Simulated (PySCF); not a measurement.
# [BiCl4]−: other functionals and bases at one geometry

How far do other levels of theory move the description of [BiCl4]−, and what does each cost? It is a constructed species; whether it can be made isn't addressed.

The runs use PySCF 2.14.0; several levels, as the steps say, no spin–orbit coupling.

3 further runs of the same task are left out: 2 for a known fault of the program, 1 set aside as unsound or not needed. Runs told in other sessions of the task aren't counted.

## (1) The starting structure

5 atoms, charge -1, spin multiplicity 1.

Bond lengths: Bi1–Cl2 2.621 Å, Bi1–Cl3 2.621 Å, Bi1–Cl4 2.615 Å, Bi1–Cl5 2.615 Å. Angles: Cl2–Bi1–Cl3 109.1°, Cl2–Bi1–Cl4 110.1°, Cl2–Bi1–Cl5 110.1°, Cl3–Bi1–Cl4 110.1°, Cl3–Bi1–Cl5 110.1°, Cl4–Bi1–Cl5 107.3°.

As a file:

```xyz
5
charge -1, multiplicity 1
Bi    0.00486    0.23390    0.00000
Cl   -0.02673   -1.28613    2.13494
Cl   -0.02673   -1.28613   -2.13494
Cl    2.14291    1.73924    0.00000
Cl   -2.06879    1.82678    0.00000
```

Formal oxidation states: Bi +3. An earlier session relaxed this geometry at r2SCAN, Bi def2-SVP with ECP60, Cl def2-SVP (singlet, point group D2d).

At r2SCAN on the finer grid: E = -2055.106479 Eh, HOMO -2.32 eV, LUMO 1.82 eV, Mulliken charge on Bi1 +0.96 e, largest force component 0.021 eV/Å. 

Levels to run: TPSS; wB97X; TPSSh; BLYP; r2SCAN, TZVP; r2SCAN, x2c-SVP. Hardware: 2 threads of Arm Neoverse V1, shared host.

## (2) TPSS

The input, run.py (the lines that set the calculation):

```python
mol = gto.M(atom='''
Bi     0.00486     0.23390     0.00000
Cl    -0.02673    -1.28613     2.13494
Cl    -0.02673    -1.28613    -2.13494
Cl     2.14291     1.73924     0.00000
Cl    -2.06879     1.82678     0.00000''',
    basis={'Bi': 'def2-SVP', 'Cl': 'def2-SVP'},
    ecp={'Bi': 'def2-SVP'},
    charge=-1, spin=0)
mf = dft.RKS(mol, xc='TPSS')
mf.grids.atom_grid = (75, 302)
mf = mf.density_fit()  # fitting sets: Bi def2-universal-JKFIT, Cl def2-universal-JKFIT
mf.conv_tol = 1e-08; mf.max_cycle = 55
mf.kernel(dm0)  # dm0: the density of the relaxed state
```

The run is started by

```console
$ OMP_NUM_THREADS=2 python run.py
```

Output:

```text
init E= -2055.14138100477
  HOMO = -0.0792430344610477  LUMO = 0.0654149804331145  gap/eV = 3.93635
cycle= 1 E= -2055.14223722486  delta_E= -0.000856  |g|= 0.0124  |ddm|= 0.108
  HOMO = -0.0767730163382251  LUMO = 0.0679945018704127  gap/eV = 3.93932
cycle= 2 E= -2055.14225504451  delta_E= -1.78e-05  |g|= 0.00758  |ddm|= 0.0211
  HOMO = -0.0775512288763588  LUMO = 0.0670097018497142  gap/eV = 3.93370
cycle= 3 E= -2055.14226814838  delta_E= -1.31e-05  |g|= 0.00242  |ddm|= 0.00916
  HOMO = -0.0775249860599903  LUMO = 0.0672178689466918  gap/eV = 3.93865
cycle= 4 E= -2055.14226937039  delta_E= -1.22e-06  |g|= 0.00122  |ddm|= 0.00498
  HOMO = -0.0775175002091861  LUMO = 0.0671361453061781  gap/eV = 3.93623
cycle= 5 E= -2055.14226989603  delta_E= -5.26e-07  |g|= 0.000134  |ddm|= 0.00214
  HOMO = -0.0775249470440046  LUMO = 0.0671362334060273  gap/eV = 3.93643
cycle= 6 E= -2055.14226990218  delta_E= -6.14e-09  |g|= 2.46e-05  |ddm|= 0.000198
  HOMO = -0.0775230737456951  LUMO = 0.0671407964728415  gap/eV = 3.93650
Extra cycle  E= -2055.14226990154  delta_E= 6.37e-10  |g|= 4.9e-05  |ddm|= 0.000131
converged SCF energy = -2055.14226990154
```

It took 4.8 s on 2 threads of Arm Neoverse V1, shared host.

Result: E = -2055.142270 Eh, HOMO -2.11 eV, LUMO 1.83 eV, Mulliken charge on Bi1 +0.90 e, largest force component 0.110 eV/Å. 

## (3) wB97X

Edit run.py (the lines that set the calculation) of step 2 so:

```diff
@@ -9,3 +9,3 @@
     charge=-1, spin=0)
-mf = dft.RKS(mol, xc='TPSS')
+mf = dft.RKS(mol, xc='WB97X')
 mf.grids.atom_grid = (75, 302)
```

The run is started by

```console
$ OMP_NUM_THREADS=2 python run.py
```

Output:

```text
init E= -2055.13187758111
  HOMO = -0.181590452443025  LUMO = 0.157416761878422  gap/eV = 9.22486
cycle= 1 E= -2055.13754508254  delta_E= -0.00567  |g|= 0.061  |ddm|= 0.249
  HOMO = -0.182862510887446  LUMO = 0.146433011954134  gap/eV = 8.96059
cycle= 2 E= -2055.13813754811  delta_E= -0.000592  |g|= 0.0438  |ddm|= 0.196
  HOMO = -0.183285142455802  LUMO = 0.151410646458058  gap/eV = 9.10754
cycle= 3 E= -2055.13869475415  delta_E= -0.000557  |g|= 0.00455  |ddm|= 0.0609
  HOMO = -0.183899160690942  LUMO = 0.150863994078  gap/eV = 9.10937
cycle= 4 E= -2055.13870597131  delta_E= -1.12e-05  |g|= 0.000907  |ddm|= 0.0234
  HOMO = -0.183742273961052  LUMO = 0.151034963509654  gap/eV = 9.10975
cycle= 5 E= -2055.13870633042  delta_E= -3.59e-07  |g|= 0.000182  |ddm|= 0.00321
  HOMO = -0.183748280812509  LUMO = 0.151020519885101  gap/eV = 9.10952
cycle= 6 E= -2055.13870636215  delta_E= -3.17e-08  |g|= 4.19e-05  |ddm|= 0.00118
  HOMO = -0.183743131088384  LUMO = 0.151024793097615  gap/eV = 9.10950
cycle= 7 E= -2055.13870636489  delta_E= -2.74e-09  |g|= 1.2e-05  |ddm|= 0.000189
  HOMO = -0.183741869974313  LUMO = 0.151025599435439  gap/eV = 9.10949
Extra cycle  E= -2055.13870636503  delta_E= -1.36e-10  |g|= 6.44e-06  |ddm|= 4.44e-05
converged SCF energy = -2055.13870636503
```

Wall time 5.7 s (2 threads of Arm Neoverse V1, shared host).

Read off: E = -2055.138706 Eh, HOMO -5.00 eV, LUMO 4.11 eV, Mulliken charge on Bi1 +1.05 e, largest force component 0.096 eV/Å. 

## (4) TPSSh

Edit run.py (the lines that set the calculation) of step 3 so:

```diff
@@ -9,3 +9,3 @@
     charge=-1, spin=0)
-mf = dft.RKS(mol, xc='WB97X')
+mf = dft.RKS(mol, xc='TPSSH')
 mf.grids.atom_grid = (75, 302)
```

The run is started by

```console
$ OMP_NUM_THREADS=2 python run.py
```

Output:

```text
init E= -2055.11546172824
  HOMO = -0.0937914778369815  LUMO = 0.0750991289891528  gap/eV = 4.59575
cycle= 1 E= -2055.11566033752  delta_E= -0.000199  |g|= 0.0242  |ddm|= 0.105
  HOMO = -0.0926654194115057  LUMO = 0.0721377390938575  gap/eV = 4.48452
cycle= 2 E= -2055.11533106675  delta_E= 0.000329  |g|= 0.0394  |ddm|= 0.0992
  HOMO = -0.0928566826666491  LUMO = 0.0746188577628537  gap/eV = 4.55724
cycle= 3 E= -2055.1158394021  delta_E= -0.000508  |g|= 0.00243  |ddm|= 0.0623
  HOMO = -0.0930151728025381  LUMO = 0.0743825992184997  gap/eV = 4.55513
cycle= 4 E= -2055.11584113124  delta_E= -1.73e-06  |g|= 0.000173  |ddm|= 0.00237
  HOMO = -0.0930015197197867  LUMO = 0.0743895719082342  gap/eV = 4.55494
cycle= 5 E= -2055.11584113747  delta_E= -6.23e-09  |g|= 4.11e-05  |ddm|= 0.000227
  HOMO = -0.0930086533537808  LUMO = 0.0743871535787879  gap/eV = 4.55507
Extra cycle  E= -2055.11584113708  delta_E= 3.94e-10  |g|= 5.1e-05  |ddm|= 0.000136
converged SCF energy = -2055.11584113708
```

Wall time 4.8 s (2 threads of Arm Neoverse V1, shared host).

Read off: E = -2055.115841 Eh, HOMO -2.53 eV, LUMO 2.02 eV, Mulliken charge on Bi1 +0.95 e, largest force component 0.044 eV/Å. 

## (5) BLYP

Edit run.py (the lines that set the calculation) of step 4 so:

```diff
@@ -9,3 +9,3 @@
     charge=-1, spin=0)
-mf = dft.RKS(mol, xc='TPSSH')
+mf = dft.RKS(mol, xc='BLYP')
 mf.grids.atom_grid = (75, 302)
```

The run is started by

```console
$ OMP_NUM_THREADS=2 python run.py
```

Output:

```text
init E= -2055.05819443373
  HOMO = -0.067541199004388  LUMO = 0.0700701382277865  gap/eV = 3.74460
cycle= 1 E= -2055.06219256092  delta_E= -0.004  |g|= 0.0388  |ddm|= 0.288
  HOMO = -0.0569530597128483  LUMO = 0.0823221757185996  gap/eV = 3.78987
cycle= 2 E= -2055.06225763633  delta_E= -6.51e-05  |g|= 0.0361  |ddm|= 0.128
  HOMO = -0.0607709967547773  LUMO = 0.0768072709765283  gap/eV = 3.74370
cycle= 3 E= -2055.06259285112  delta_E= -0.000335  |g|= 0.0131  |ddm|= 0.0674
  HOMO = -0.0611372462286983  LUMO = 0.0772879386894483  gap/eV = 3.76674
cycle= 4 E= -2055.06264398868  delta_E= -5.11e-05  |g|= 0.00238  |ddm|= 0.021
  HOMO = -0.0612153269594875  LUMO = 0.077015643134329  gap/eV = 3.76146
cycle= 5 E= -2055.06264626429  delta_E= -2.28e-06  |g|= 0.000413  |ddm|= 0.005
  HOMO = -0.0612132905288259  LUMO = 0.0770395224494557  gap/eV = 3.76205
cycle= 6 E= -2055.06264632052  delta_E= -5.62e-08  |g|= 9.51e-05  |ddm|= 0.000771
  HOMO = -0.0612127252299255  LUMO = 0.0770417608573507  gap/eV = 3.76210
cycle= 7 E= -2055.06264632256  delta_E= -2.04e-09  |g|= 6.1e-05  |ddm|= 0.000246
  HOMO = -0.0612130848341492  LUMO = 0.0770456525135002  gap/eV = 3.76221
Extra cycle  E= -2055.06264631679  delta_E= 5.77e-09  |g|= 0.000137  |ddm|= 0.000354
converged SCF energy = -2055.06264631679
```

Wall time 3.7 s (2 threads of Arm Neoverse V1, shared host).

It gives: E = -2055.062646 Eh, HOMO -1.67 eV, LUMO 2.10 eV, Mulliken charge on Bi1 +0.80 e, largest force component 0.328 eV/Å. 

## (6) r2SCAN, TZVP

Basis: Bi def2-TZVP with ECP60, Cl def2-TZVP. 

The input, run.py (the lines that set the calculation):

```python
mol = gto.M(atom='''
Bi     0.00486     0.23390     0.00000
Cl    -0.02673    -1.28613     2.13494
Cl    -0.02673    -1.28613    -2.13494
Cl     2.14291     1.73924     0.00000
Cl    -2.06879     1.82678     0.00000''',
    basis={'Bi': 'def2-TZVP', 'Cl': 'def2-TZVP'},
    ecp={'Bi': 'def2-TZVP'},
    charge=-1, spin=0)
mf = dft.RKS(mol, xc='R2SCAN')
mf.grids.atom_grid = (75, 302)
mf = mf.density_fit()  # fitting sets: Bi def2-universal-JKFIT, Cl def2-universal-JKFIT
mf.conv_tol = 1e-08; mf.max_cycle = 55
mf.kernel(dm0)  # dm0: free metal ions and neutral atoms
```

The run is started by

```console
$ OMP_NUM_THREADS=2 python run.py
```

Output:

```text
init E= -2086.24818503014
  HOMO = -0.0196824198360238  LUMO = 0.0880040787993578  gap/eV = 2.93030
cycle= 1 E= -2055.11319585777  delta_E= 31.1  |g|=  2.8  |ddm|= 2.94
  HOMO = -0.178278568621562  LUMO = 0.0855735335423896  gap/eV = 7.17978
cycle= 2 E= -2054.80677978251  delta_E= 0.306  |g|= 2.25  |ddm|= 3.26
  HOMO = -0.0966658834564786  LUMO = 0.0148470072453839  gap/eV = 3.03442
cycle= 3 E= -2055.49741861985  delta_E= -0.691  |g|= 0.932  |ddm|= 2.92
  HOMO = -0.0880331888983221  LUMO = 0.0698768987833397  gap/eV = 4.29695
cycle= 4 E= -2055.74985768347  delta_E= -0.252  |g|= 0.134  |ddm|= 1.22
  HOMO = -0.107740514407288  LUMO = 0.0458583828002822  gap/eV = 4.17964
cycle= 5 E= -2055.75504281854  delta_E= -0.00519  |g|= 0.0407  |ddm|= 0.281
  HOMO = -0.102983170230733  LUMO = 0.0502676641272218  gap/eV = 4.17017
cycle= 6 E= -2055.75546897619  delta_E= -0.000426  |g|= 0.00893  |ddm|= 0.0415
  HOMO = -0.102855908691316  LUMO = 0.0508941715971644  gap/eV = 4.18375
cycle= 7 E= -2055.75548829912  delta_E= -1.93e-05  |g|= 0.00262  |ddm|= 0.0141
  HOMO = -0.102904801233308  LUMO = 0.0508828160899265  gap/eV = 4.18477
cycle= 8 E= -2055.755489445  delta_E= -1.15e-06  |g|= 0.00168  |ddm|= 0.00522
  HOMO = -0.102940399340313  LUMO = 0.0508761353398727  gap/eV = 4.18556
cycle= 9 E= -2055.75549019621  delta_E= -7.51e-07  |g|= 0.000342  |ddm|= 0.00238
  HOMO = -0.102956269879461  LUMO = 0.0508492985083673  gap/eV = 4.18526
cycle= 10 E= -2055.75549023138  delta_E= -3.52e-08  |g|= 8.01e-05  |ddm|= 0.000448
  HOMO = -0.102957046054137  LUMO = 0.0508460927853928  gap/eV = 4.18520
cycle= 11 E= -2055.75549023282  delta_E= -1.45e-09  |g|= 6.47e-06  |ddm|= 6.96e-05
  HOMO = -0.10295670006953  LUMO = 0.0508458852233018  gap/eV = 4.18518
Extra cycle  E= -2055.7554902328  delta_E= 2e-11  |g|= 1.11e-05  |ddm|= 2.24e-05
converged SCF energy = -2055.7554902328
```

Run time: 18 s. Hardware: 2 threads of Arm Neoverse V1, shared host.

Result: E = -2055.755490 Eh, HOMO -2.80 eV, LUMO 1.38 eV, Mulliken charge on Bi1 +1.13 e, largest force component 0.129 eV/Å. 

## (7) r2SCAN, x2c-SVP

Basis: Bi x2c-SVPall, Cl x2c-SVPall. All electrons are treated, with the spin-free X2C Hamiltonian.

The input, run.py (the lines that set the calculation):

```python
mol = gto.M(atom='''
Bi     0.00486     0.23390     0.00000
Cl    -0.02673    -1.28613     2.13494
Cl    -0.02673    -1.28613    -2.13494
Cl     2.14291     1.73924     0.00000
Cl    -2.06879     1.82678     0.00000''',
    basis={'Bi': 'x2c-SVPall', 'Cl': 'x2c-SVPall'},
    nucmod='G',
    charge=-1, spin=0)
mf = dft.RKS(mol, xc='R2SCAN')
mf.grids.atom_grid = (99, 590)
mf = mf.density_fit()  # fitting sets: Bi AutoAux, Cl AutoAux
mf = mf.sfx2c1e()
mf.conv_tol = 1e-08; mf.max_cycle = 55
mf.kernel(dm0)  # dm0: free metal ions and neutral atoms
```

The run is started by

```console
$ OMP_NUM_THREADS=2 python run.py
```

Output:

```text
init E= -23412.2654260304
  HOMO = -0.00227050321186262  LUMO = 0.104205673838083  gap/eV = 2.89736
cycle= 1 E= -23379.6349705583  delta_E= 32.6  |g|= 1.69  |ddm|= 3.56
  HOMO = -0.140000009900136  LUMO = 0.118201407480459  gap/eV = 7.02602
cycle= 2 E= -23379.4447934361  delta_E= 0.19  |g|=  1.5  |ddm|= 3.77
  HOMO = -0.0887596081535182  LUMO = 0.0329496384344564  gap/eV = 3.31188
cycle= 3 E= -23380.0165008274  delta_E= -0.572  |g|= 0.552  |ddm|= 2.95
  HOMO = -0.0742725694859034  LUMO = 0.0788132174118779  gap/eV = 4.16568
cycle= 4 E= -23380.1096150159  delta_E= -0.0931  |g|= 0.0765  |ddm|= 0.95
  HOMO = -0.0859596255200046  LUMO = 0.0651042192526046  gap/eV = 4.11066
cycle= 5 E= -23380.111235171  delta_E= -0.00162  |g|= 0.00976  |ddm|= 0.162
  HOMO = -0.0847478894216254  LUMO = 0.0661494344710509  gap/eV = 4.10613
cycle= 6 E= -23380.1112562923  delta_E= -2.11e-05  |g|= 0.00236  |ddm|= 0.0111
  HOMO = -0.0846668116102478  LUMO = 0.0663859154531128  gap/eV = 4.11035
cycle= 7 E= -23380.1112580067  delta_E= -1.71e-06  |g|= 0.000522  |ddm|= 0.00458
  HOMO = -0.0846516933898478  LUMO = 0.0664157383839188  gap/eV = 4.11075
cycle= 8 E= -23380.1112580678  delta_E= -6.11e-08  |g|= 0.000229  |ddm|= 0.00102
  HOMO = -0.0846534890039665  LUMO = 0.0664186074141956  gap/eV = 4.11088
cycle= 9 E= -23380.1112580831  delta_E= -1.53e-08  |g|= 0.000109  |ddm|= 0.000538
  HOMO = -0.0846549821952651  LUMO = 0.0664138211202385  gap/eV = 4.11079
cycle= 10 E= -23380.1112580866  delta_E= -3.55e-09  |g|= 2.65e-05  |ddm|= 0.000193
  HOMO = -0.0846558557676964  LUMO = 0.0664097015425513  gap/eV = 4.11070
Extra cycle  E= -23380.1112580865  delta_E= 1.89e-10  |g|= 3.96e-05  |ddm|= 8.47e-05
converged SCF energy = -23380.1112580865
```

Wall time 27 s (2 threads of Arm Neoverse V1, shared host).

Result: E = -23380.111258 Eh, HOMO -2.30 eV, LUMO 1.81 eV, Mulliken charge on Bi1 +0.96 e, largest force component 0.053 eV/Å. 

## (8) Results

| level | state | HOMO (eV) | gap (eV) | charge on Bi1 (e) | dipole (D) | largest force component (eV/Å) | basis functions | time |
| --- | --- | --- | --- | --- | --- | --- | --- | --- |
| r2SCAN (relaxed here) | singlet | -2.32 | 4.14 | 0.96 | 0.02 | 0.02 | 98 | 16 s |
| TPSS | singlet | -2.11 | 3.94 | 0.90 | 0.02 | 0.11 | 98 | 4.8 s |
| wB97X | singlet | -5.00 | 9.11 | 1.05 | 0.02 | 0.10 | 98 | 5.7 s |
| TPSSh | singlet | -2.53 | 4.56 | 0.95 | 0.02 | 0.04 | 98 | 4.8 s |
| BLYP | singlet | -1.67 | 3.76 | 0.80 | 0.02 | 0.33 | 98 | 3.7 s |
| r2SCAN, TZVP | singlet | -2.80 | 4.19 | 1.13 | 0.01 | 0.13 | 198 | 18 s |
| r2SCAN, x2c-SVP | singlet | -2.30 | 4.11 | 0.96 | 0.02 | 0.05 | 134 | 27 s |

Times are on 2 threads of Arm Neoverse V1, shared host; the first row also made further properties. The dipole of a charged species depends on the origin, so these sizes hold for this origin alone.

In one basis the HOMO–LUMO gap runs from 3.76 eV (BLYP) to 9.11 eV (wB97X). The largest leftover force, 0.33 eV/Å with BLYP, stands at a geometry relaxed at another level. The Mulliken charge on Bi spans +0.80 to +1.13 e over the levels. Total energies of different levels can't be compared. Spin–orbit coupling is left out throughout.
